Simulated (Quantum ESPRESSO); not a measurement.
Crystal: Mo.

```xyz
1
Lattice="-1.5300 1.5300 1.5300 1.5300 -1.5300 1.5300 1.5300 1.5300 -1.5300" Properties=species:S:1:pos:R:3 pbc="T T T"
Mo    0.0000    0.0000    0.0000
```

The cell was built by a generator and needn't be a form met in nature.

Base run:

| Property | Result |
| --- | --- |
| Program | Quantum ESPRESSO 7.5 |
| Functional | PBEsol |
| Potentials or basis | GBRV 1.5 PBEsol |
| Cutoff | 612 eV |
| Density cutoff | 4898 eV |
| k mesh | 18 × 18 × 18 |
| Occupations | methfessel-paxton, width 0.1 eV |
| Spin | no spin polarisation |

Its results: band gap on the k mesh none (metal or under the smearing width); pressure 20.8 GPa.

Question: The run is repeated on the same cell with these changes: functional from PBEsol to PBE; potentials or basis from GBRV 1.5 PBEsol to GBRV 1.5 PBE. What comes out?

Answer: Band gap on the k mesh none (metal or under the smearing width); pressure 30.0 GPa.

Caveats: so large a pressure means that the cell lies far from this level's equilibrium, or that cutoff or potentials fall short (some runs); a pressure of tens of GPa on the cell as given is suspect, and the run, the potentials or the cell itself is likely at fault (some runs).

Not every run made on this cell is shown here.
